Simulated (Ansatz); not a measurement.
FHOSi, SMILES O[Si]F, the interaction energy of a dimer with the counterpoise correction

Run with the Ansatz DFT code, driven from Python.

`dimer_fhosi.py`:
```python
"""Binding of a FHOSi dimer at a trial geometry."""

import ansatz as az
import numpy as np

BASIS_SET = "def2-SVPD"
FUNCTIONAL = "pbe0"
DISPERSION = "d4"

FIRST = [
    ("O", (-0.6018, 0.7649, -0.1661)),
    ("Si", (0.2791, 0.0631, 0.9747)),
    ("F", (0.8958, -1.2096, 0.2397)),
    ("H", (-0.5732, 0.3817, -1.0482)),
]
SECOND = [
    ("O", (-2.6301, 0.8355, 3.2453)),
    ("Si", (-4.0646, 0.8753, 3.9597)),
    ("F", (-5.0577, 0.3433, 2.8323)),
    ("H", (-2.5869, 0.4721, 2.3554)),
]

def energy(atoms, ghosts=()):
    molecule = az.Crystal.molecule()
    for symbol, xyz in atoms:
        molecule = molecule.atom(symbol, xyz)
    calc = (
        molecule.calculation()
        .basis(gaussian=BASIS_SET)
        .functional(FUNCTIONAL, dispersion=DISPERSION)
    )
    deck = calc.input()
    if ghosts:
        deck = deck.set(az.key.basis.gaussian.ghost_atoms, [{"symbol": s, "position_ang": list(xyz)} for s, xyz in ghosts])
    return az.Session.from_dict(deck).plan().execute().report["free_energy_ev"]


def main() -> None:
    # monomers in their own basis and in the basis of the dimer
    direction = np.array([-0.75, 0.1321, 0.6482])
    print("shift (A)   counterpoise-corrected interaction (eV)")
    for shift in (-0.3, 0.0, 0.4, 1.0, 2.0):
        moved = [(s, tuple(np.round(np.array(xyz) + shift * direction, 4))) for s, xyz in SECOND]
        gain = energy(FIRST + moved) - energy(FIRST, moved) - energy(moved, FIRST)
        print(f"{shift:8.2f} {gain:14.3f}")


if __name__ == "__main__":
    main()
```

`python dimer_fhosi.py` gives:
```text
shift (A)   counterpoise-corrected interaction (eV)
   -0.30         -0.004
    0.00         -0.019
    0.40         -0.020
    1.00         -0.012
    2.00         -0.004
```

The dimer is a generated trial pose of unrelaxed monomers, not a minimum, so the figure is no binding energy, and the basis set is small. Hardware and time: 51 s on 1 thread of Arm Neoverse V2, on a shared host, peak memory 0.39 GiB.

(Lines on the test bed's own set-up are left out of the output.)
